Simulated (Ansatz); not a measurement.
# Zr2Ta3O2: the cost of one run

Method: DFT PBE, scalar-relativistic, plane waves, PAW, unless a step names another level, in Ansatz 0.2.0.

1 further run of the same task is left out (it didn't finish).

## Step 1: Starting point

It takes space group I4/mmm (No. 139, tetragonal). The conventional cell has a = 3.255 Å, b = 3.255 Å, c = 19.814 Å, α = 90.00°, β = 90.00°, γ = 90.00°. Zr (site symmetry 4mm) is surrounded by 5 O at 2.33 to 2.37 Å. Ta (site symmetry 4mm) has 1 O at 2.36 Å as nearest neighbours. Ta (site symmetry 4/mmm) is surrounded by 8 Ta at 2.81 Å. O (site symmetry 4mm) has 5 Zr at 2.33 to 2.37 Å and 1 Ta at 2.36 Å as nearest neighbours.

Coordinates:

```
Zr Ta O
1.0
    -1.62746    1.62746    9.90682
     1.62746   -1.62746    9.90682
     1.62746    1.62746   -9.90682
Zr Ta O
2 3 2
Direct
  0.81953 0.81953 0.00000
  0.18047 0.18047 0.00000
  0.58128 0.58128 0.00000
  0.41872 0.41872 0.00000
  0.00000 0.00000 0.00000
  0.70016 0.70016 0.00000
  0.29984 0.29984 0.00000
```

It came out lowest among 20 distinct ends of the trial cells. At a tolerance of 0.05 Å it has space group I4/mmm (No. 139).

## Step 2: Tight relaxation for the response runs, on the response runs' mesh and smearing

The input, input.yaml:

```yaml
crystal:
  lattice:
    - [-1.6274592547, 1.6274592547, 9.9068175974]
    - [1.6274592547, -1.6274592547, 9.9068175974]
    - [1.6274592547, 1.6274592547, -9.9068175974]
  atoms:
    - { symbol: Zr, position: [0.8195284573, 0.8195284573, 0.0] }
    - { symbol: Zr, position: [0.1804715427, 0.1804715427, 0.0] }
    - { symbol: Ta, position: [0.5812793098, 0.5812793098, 0.0] }
    - { symbol: Ta, position: [0.4187206902, 0.4187206902, 0.0] }
    - { symbol: Ta, position: [0.0, 0.0, 0.0] }
    - { symbol: O, position: [0.700157164, 0.700157164, 0.0] }
    - { symbol: O, position: [0.299842836, 0.299842836, 0.0] }
basis:
  ecutwfc: 420
kpoints:
  mp_grid: { grid: [14, 14, 14] }
hamiltonian:
  xc: pbe
scf:
  occupations: { method: gaussian, width: 0.1 }
output:
  forces: true
  stress: true
  eigenvalues: true
relax:
  adjacent_minimum: "off"
  f_tol: 0.001
  max_steps: 60
  cell: { stress_tol: 0.01 }
```

The run is started by

```bash
$ ansatz run input.yaml --threads 3 --pin off --max-ram 7680MiB --backend cpu --events-out ev --progress --plain --runs-dir out
```

Q: Estimate wall time and peak memory on 3 threads of Intel Xeon at 2.70GHz, shared host.

About 2.4 min, with a peak of 1.1 GiB.
